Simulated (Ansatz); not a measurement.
# HfIn4SiO6 under changes of volume

One of the cells (15.770 Å³/atom); the others are scaled copies at fixed shape and fractional positions:

```
Hf In Si O
1.0
     2.71585   -4.70357    0.00833
     2.71585    4.70357    0.00833
    -1.87915    0.00000    7.40127
Hf In Si O
1 4 1 6
Direct
  0.78835 0.21165 0.00000
  0.62175 0.37825 0.50000
  0.45502 0.54498 0.00000
  0.28407 0.71593 0.50000
  0.95814 0.04186 0.50000
  0.12168 0.87832 0.00000
  0.06219 0.11415 0.86666
  0.88585 0.93781 0.13334
  0.79490 0.53784 0.86663
  0.46216 0.20510 0.13337
  0.15352 0.62879 0.13333
  0.37121 0.84648 0.86667
```

The cell was built by a generator and needn't be a form met in nature.

```yaml
Program: Ansatz 0.2.0
Functional: PBE
Potentials_or_basis: Ansatz PAW
Cutoff: "420 eV (not typed: the program's choice for these potentials)"
k_mesh: 6 × 6 × 4
Occupations: fermi-dirac, width 0.05 eV
Spin: no spin polarisation
```

```csv
volume (Å³/atom),energy over the lowest point (meV/atom),pressure (GPa),largest force (eV/Å)
14.824,23.53,8.4,0.709
15.139,10.10,5.3,0.456
15.454,2.45,2.5,0.225
15.770,0.00,0.0,0.013
16.085,?,?,?
16.401,8.51,-4.2,0.370
16.716,18.55,-6.0,0.537
```

**Question.** What does the run at 16.085 Å³/atom give?

**Answer.** Energy over the lowest point 2.18 meV/atom; pressure -2.2 GPa; largest force 0.189 eV/Å.

Worked out: A Birch-Murnaghan fit of order 3 (a polynomial in V^(-2/3)) to the other rows has its minimum at 15.77 Å³/atom with B0 = V·E''(V) = 118 GPa and B' = 4.6 at fixed shape and positions, which overstates the stiffness. It gives 2.17 meV/atom at 16.085 Å³/atom, against the run's 2.18, and -dE/dV = -2.2 GPa, against -2.2.

Energies are extrapolated to zero smearing.
